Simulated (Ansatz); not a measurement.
# H8N2OSi2: small, medium and large basis sets

An exercise on one series of results from a longer session: the logs are not shown, and one member is left open.

Computed with Ansatz 0.2.0, Gaussian basis. Level: one geometry, several basis sets.

The runs, in order: PBE0-D4/def2-SVP; ωB97M-V/def2-SVP; PBE0-D4/def2-QZVPP; ωB97M-V/def2-QZVPP; the functionals' def2-TZVPP values are taken from earlier runs.

## Structure used throughout

All runs share one geometry, relaxed beforehand with PBE0-D4 in a triple-zeta def2 set.

SMILES `N[SiH](O)N[SiH3]`, 13 atoms, charge 0, spin multiplicity 1.

Atoms are counted from 1 here; the program's logs count them from 0.

Bond lengths: N1–Si2 1.705 Å, N1–H6 1.007 Å, N1–H7 1.007 Å, Si2–O3 1.648 Å, Si2–N4 1.719 Å, Si2–H8 1.479 Å, O3–H9 0.959 Å, N4–Si5 1.728 Å, N4–H10 1.009 Å, Si5–H11 1.489 Å, Si5–H12 1.487 Å, Si5–H13 1.487 Å. Angles: Si2–N1–H6 121.9°, Si2–N1–H7 121.0°, H6–N1–H7 111.9°, N1–Si2–O3 119.2°, N1–Si2–N4 106.5°, N1–Si2–H8 106.5°, O3–Si2–N4 106.0°, O3–Si2–H8 102.8°, N4–Si2–H8 116.5°, Si2–O3–H9 117.9°, Si2–N4–Si5 127.2°, Si2–N4–H10 116.3°, Si5–N4–H10 115.9°, N4–Si5–H11 111.2°, N4–Si5–H12 107.5°, N4–Si5–H13 113.2°, H11–Si5–H12 108.6°, H11–Si5–H13 107.3° and more.

The first run:

in.yaml reads:

```yaml
crystal:
  periodic: [false, false, false]
  atoms:
    - {symbol: N, position_ang: [-1.344878, -0.339060, 1.864606]}
    - {symbol: Si, position_ang: [-1.033323, -0.191058, 0.194993]}
    - {symbol: O, position_ang: [-0.763339, -1.551115, -0.694769]}
    - {symbol: N, position_ang: [0.389903, 0.761903, 0.046802]}
    - {symbol: Si, position_ang: [1.577097, 0.676712, -1.205446]}
    - {symbol: H, position_ang: [-0.616610, -0.557213, 2.524619]}
    - {symbol: H, position_ang: [-2.251396, -0.621028, 2.199368]}
    - {symbol: H, position_ang: [-2.262836, 0.360333, -0.415428]}
    - {symbol: H, position_ang: [-0.005207, -2.092150, -0.467282]}
    - {symbol: H, position_ang: [0.470814, 1.545604, 0.677548]}
    - {symbol: H, position_ang: [2.231935, -0.660274, -1.235159]}
    - {symbol: H, position_ang: [2.610199, 1.705799, -0.914053]}
    - {symbol: H, position_ang: [1.018139, 0.926746, -2.560899]}
basis:
  gaussian: {orbitals: def2-SVP}
hamiltonian: {xc: pbe0, dispersion: d4}
output: {orbitals: {seedname: orbitals}}
```

Run with:

```console
ansatz run in.yaml --threads 4 --pin off --events-out ev --progress --plain --max-ram 10444MiB
```

Among the steps run: PBE0-D4 in def2-SVP; ωB97M-V in def2-SVP; PBE0-D4 in def2-QZVPP; ωB97M-V in def2-QZVPP.

One of the session's tables, all rows but one given; the rest of the session is left out.

It belongs to the step «Density functionals: the series». 

| functional | basis | HOMO (eV) | LUMO (eV) |
| --- | --- | --- | --- |
| PBE0-D4 | def2-SVP | ? | ? |
| PBE0-D4 | def2-TZVPP | -7.57 | 0.34 |
| PBE0-D4 | def2-QZVPP | -7.60 | 0.07 |
| ωB97M-V | def2-SVP | -9.65 | 2.69 |
| ωB97M-V | def2-TZVPP | -9.88 | 1.85 |
| ωB97M-V | def2-QZVPP | -9.91 | 1.32 |

**Question.** Estimate the row for PBE0-D4, def2-SVP.

As computed: HOMO (eV): -7.37; LUMO (eV): 0.94. In the column «HOMO (eV)» it is the highest.
